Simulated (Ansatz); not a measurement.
# CH₆AlNSi: basis-set convergence

An exercise on one series of results from a longer session: the logs are not shown, and one member is left open.

The runs use Ansatz 0.2.0, Gaussian basis; one geometry, several basis sets.

Plan: PBE0-D4/def2-SVP; ωB97M-V/def2-SVP; PBE0-D4/def2-QZVPP; ωB97M-V/def2-QZVPP; the functionals' def2-TZVPP values are taken from earlier runs.

## Structure used throughout

All runs share one geometry, relaxed beforehand with PBE0-D4 in a triple-zeta def2 set.

SMILES `[AlH2]/[N]=C\[SiH3]`, 10 atoms, charge 0, spin multiplicity 1.

Atoms are counted from 1 here; the program's logs count them from 0.

Bond lengths: Al1–N2 1.750 Å, Al1–H5 1.579 Å, Al1–H6 1.579 Å, N2–C3 1.249 Å, C3–Si4 1.903 Å, C3–H7 1.107 Å, Si4–H8 1.488 Å, Si4–H9 1.488 Å, Si4–H10 1.483 Å. Angles: N2–Al1–H5 116.9°, N2–Al1–H6 116.9°, H5–Al1–H6 126.1°, Al1–N2–C3 177.0°, N2–C3–Si4 123.0°, N2–C3–H7 119.8°, Si4–C3–H7 117.2°, C3–Si4–H8 109.4°, C3–Si4–H9 109.4°, C3–Si4–H10 108.7°, H8–Si4–H9 108.0°, H8–Si4–H10 110.6°, H9–Si4–H10 110.6°.

The first run:

in.yaml

```yaml
crystal:
  periodic: [false, false, false]
  atoms:
    - {symbol: Al, position_ang: [-0.801121, 2.183465, -0.771802]}
    - {symbol: N, position_ang: [-0.589944, 0.458631, -0.561592]}
    - {symbol: C, position_ang: [-0.390935, -0.758916, -0.367941]}
    - {symbol: Si, position_ang: [0.911583, -1.414691, 0.854879]}
    - {symbol: H, position_ang: [0.069193, 2.879539, -1.890826]}
    - {symbol: H, position_ang: [-1.855451, 2.894711, 0.164531]}
    - {symbol: H, position_ang: [-0.988007, -1.509202, -0.921944]}
    - {symbol: H, position_ang: [0.242906, -2.252899, 1.887020]}
    - {symbol: H, position_ang: [1.886527, -2.271511, 0.126633]}
    - {symbol: H, position_ang: [1.598249, -0.260426, 1.483942]}
basis:
  gaussian: {orbitals: def2-SVP}
hamiltonian: {xc: pbe0, dispersion: d4}
output: {orbitals: {seedname: orbitals}}
```

On the command line:

```
$ ansatz run in.yaml --threads 2 --pin off --events-out ev --progress --plain --max-ram 4352MiB
```

Steps of the session up to this table: PBE0-D4 in def2-SVP; ωB97M-V in def2-SVP; PBE0-D4 in def2-QZVPP; ωB97M-V in def2-QZVPP.

One table of the session follows, with a row left open; its other results are not shown here.

It belongs to the step «Functionals by basis». 

```
functional       basis  HOMO (eV)
   PBE0-D4    def2-SVP          ?
   PBE0-D4  def2-TZVPP      -6.45
   PBE0-D4  def2-QZVPP      -6.46
   ωB97M-V    def2-SVP      -8.59
   ωB97M-V  def2-TZVPP      -8.66
   ωB97M-V  def2-QZVPP      -8.67
```

**Question.** Estimate the row for PBE0-D4, def2-SVP.

As computed: HOMO (eV): -6.43. In the column «HOMO (eV)» it is the highest.
